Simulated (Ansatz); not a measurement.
Working through a supercell folding check of Ti, space group Im-3m

Program: Ansatz 0.2.0, Python API.

Interactive session:
```pycon
>>> import ansatz as az
>>> structure = (
...     az.Lattice.of((-1.641, 1.641, 1.641), (1.641, -1.641, 1.641), (1.641, 1.641, -1.641))
...     .atom('Ti', (0.0, 0.0, 0.0))
... )
>>> len(structure.resolved().sites)
1
>>> # the mesh shrinks as the cell grows, so that all cells sample the same points
>>> mesh = (8, 8, 8)
>>> rows = []
>>> for repeats in [(1, 1, 1), (1, 1, 2)]:
...     base = (
...         structure.supercell(*repeats).calculation()
...         .functional(az.Functional.LDA)
...         .basis(18 * az.Ha)
...         .occupations('gaussian', width=0.1)  # fractional filling near the Fermi level
...         .kpoints(*(k // n for k, n in zip(mesh, repeats)))  # sampling of the Brillouin zone
...     )
...     rep = base.run(threads=1).report
...     n = len(rep['lattice']['sites'])
...     rows.append((repeats, n, rep['free_energy_ev'] / n, rep['fermi_energy_ev'], rep['n_kpoints'], rep['n_symmetry_ops']))
...

>>> print('       repeats           atoms       F/atom eV  Fermi level eV        k-points  symmetry operations')
       repeats           atoms       F/atom eV  Fermi level eV        k-points  symmetry operations
>>> for row in rows:
...     print(f'{str(row[0]):>14s}  {row[1]:14d}  {row[2]:14.5f}  {row[3]:14.4f}  {row[4]:14d}  {row[5]:19d}')
...
     (1, 1, 1)               1     -2450.15315         12.5406              29                   48
     (1, 1, 2)               2     -2450.15315         12.5406              55                   16
```

Reading the output:
- Total energies depend on the potentials; only differences at equal settings carry meaning.
- The mesh is modest for a metal, so energies can be off by several to tens of meV an atom and pressures by half a GPa or more; differences at equal mesh fare better.
- This isn't the structure that Ti takes at ambient conditions.
- The count of operations in a supercell holds its pure translations too, and an uneven repeat can lower the point group.
- Hardware and time: 2.3 s on 1 thread of Arm Neoverse V1 (shared host), peak memory 0.36 GiB.

(Lines on the test bed's own set-up are left out of the output.)
